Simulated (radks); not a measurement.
# Taking charge from the 3s level of Pb in fractions

One table from this session's results is given with a row withheld; the runs are named, their logs left out.

Method: Dirac Kohn-Sham, LDA (Slater exchange, Perdew-Wang correlation), spin-unpolarised, spherical densities, finite nucleus; open shells are shared between the two j in proportion to 2j + 1. Code: radks (a radial shooting solver on a logarithmic mesh, Libxc functionals) version 1.

### The system

| Quantity | Value |
| --- | --- |
| element | lead (Z = 82) |
| charge | 0 |
| electrons | 82 |
| configuration | [Hg] 6p2 |
| nuclear rms radius | 5.5012 fm |

Outer shells as boxes (Hund's rule):

Pb
```
[Hg] core
6p [↑ ][↑ ][  ]
```

The first run:

Settings of this run:

```text
Z 82
configuration [Hg] 6p2
relativity Dirac
functional lda,pw
spin unpolarised
j_filling average
nucleus finite rms 5.5012 fm
c 137.035999084
```

Among the steps run: Start: [Hg] 6p2.

One table of the session follows, with a row left open; its other results are not shown here.

It belongs to the step «Start: [Hg] 6p2». From the orbitals of this run (lengths in bohr):

| level | <r> | outermost maximum (interpolated) | 90 % within | nodes |
| --- | --- | --- | --- | --- |
| 4f7/2 | 0.4572 | 0.352 | 0.726 | 0 |
| 5p1/2 | 0.9116 | 0.827 | 1.31 | 3 |
| 5p3/2 | 1.004 | 0.905 | 1.45 | 3 |
| 5d3/2 | 1.279 | 1.05 | 1.94 | 2 |
| 5d5/2 | 1.329 | 1.09 | 2.02 | 2 |
| 6s1/2 | ? | ? | ? | ? |
| 6p1/2 | 2.998 | 2.39 | 4.58 | 4 |
| 6p3/2 | 3.499 | 2.75 | 5.38 | 4 |

**Question.** Estimate the row for 6s1/2.

The run gave: <r>: 2.309; outermost maximum (interpolated): 1.96; 90 % within: 3.40; nodes: 5. In the column «<r>» it lies between 5d5/2 (1.329) and 6p1/2 (2.998).
